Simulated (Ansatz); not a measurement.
# InNH3 radical: up Jacob's ladder to CCSD(T)

An exercise on one series of results from a longer session: the logs are not shown, and one member is left open.

Method: functionals in def2-TZVPP, the program's frozen cores in correlated methods; program: Ansatz 0.2.0, Gaussian basis.

Plan: LDA (SPW92), PBE-D4, revPBE-D4, BLYP-D4, r2SCAN-D4, B97M-V, PBE0-D4, B3LYP-D4, r2SCANh-D4, r2SCAN0-D4, HSE06-D4, BHLYP-D4, CAM-B3LYP-D4, LC-ωPBE, ωB97X-V, ωB97M-V, B2PLYP, PBE-QIDH; CCSD(T)/def2-SVP; CCSD(T)/def2-TZVPP; CCSD(T)/def2-QZVPP; extrapolation to the limit; RPA on PBE.

1 further run of the same task is left out (for a known fault of the program).

## The relaxed structure

All runs share one geometry, relaxed beforehand with PBE0-D4 in a triple-zeta def2 set. In takes the def2 core potential; no spin-orbit term is included.

SMILES `[NH2][InH]`, 5 atoms, charge 0, spin multiplicity 2.

Atoms are counted from 1 here; the program's logs count them from 0.

Bond lengths: N1–In2 2.036 Å, N1–H3 1.011 Å, N1–H4 1.009 Å, In2–H5 1.761 Å. Angles: In2–N1–H3 120.0°, In2–N1–H4 120.8°, H3–N1–H4 109.8°, N1–In2–H5 116.4°.

The first run:

Input file in.yaml:

```yaml
crystal:
  periodic: [false, false, false]
  atoms:
    - {symbol: N, position_ang: [-0.299425, -0.736493, 0.264742]}
    - {symbol: In, position_ang: [0.846557, 0.946412, 0.296035]}
    - {symbol: H, position_ang: [-0.846816, -0.960792, -0.554688]}
    - {symbol: H, position_ang: [0.017554, -1.585556, 0.707559]}
    - {symbol: H, position_ang: [0.331931, 2.262629, -0.755147]}
basis:
  gaussian: {orbitals: def2-TZVPP}
magnetization: {spin_polarized: true, initial_magnetization: 1}
hamiltonian: {xc: lda}
output: {orbitals: {seedname: orbitals}}
```

Launch:

```bash
ansatz run in.yaml --threads 2 --pin off --events-out ev --progress --plain --max-ram 32768MiB --backend cpu
```

Among the steps run: LDA; PBE-D4 (GGA); revPBE-D4 (GGA); BLYP-D4 (GGA); r2SCAN-D4 (meta-GGA); B97M-V (meta-GGA); PBE0-D4 (hybrid); B3LYP-D4 (hybrid); r2SCANh-D4 (hybrid); r2SCAN0-D4 (hybrid); HSE06-D4 (hybrid); BHLYP-D4 (hybrid); CAM-B3LYP-D4 (range-separated); LC-ωPBE (range-separated); ωB97X-V (range-separated); ωB97M-V (range-separated); B2PLYP (double hybrid); PBE-QIDH (double hybrid).

One table of the session follows, with a row left open; its other results are not shown here.

It belongs to the step «Frontier levels by functional». 

| functional | HOMO (eV) | LUMO (eV) | gap (eV) |
| --- | --- | --- | --- |
| LDA (SPW92) | -4.65 | -3.83 | 0.82 |
| PBE-D4 | ? | ? | ? |
| revPBE-D4 | -4.55 | -3.42 | 1.13 |
| BLYP-D4 | -4.44 | -3.59 | 0.85 |
| r2SCAN-D4 | -4.93 | -3.15 | 1.78 |
| B97M-V | -4.62 | -3.78 | 0.83 |
| PBE0-D4 | -5.57 | -2.65 | 2.92 |
| B3LYP-D4 | -5.37 | -3.08 | 2.29 |
| r2SCANh-D4 | -5.29 | -2.85 | 2.44 |
| r2SCAN0-D4 | -5.84 | -2.42 | 3.42 |
| HSE06-D4 | -5.18 | -3.02 | 2.16 |
| BHLYP-D4 | -6.41 | -1.98 | 4.44 |
| CAM-B3LYP-D4 | -6.77 | -1.86 | 4.90 |
| LC-ωPBE | -8.04 | -0.45 | 7.59 |
| ωB97X-V | -7.60 | -0.81 | 6.80 |
| ωB97M-V | -7.58 | -1.05 | 6.53 |

**Question.** Estimate the row for PBE-D4.

As computed: HOMO (eV): -4.58; LUMO (eV): -3.53; gap (eV): 1.05. In the column «HOMO (eV)» it lies between B97M-V (-4.62) and revPBE-D4 (-4.55).
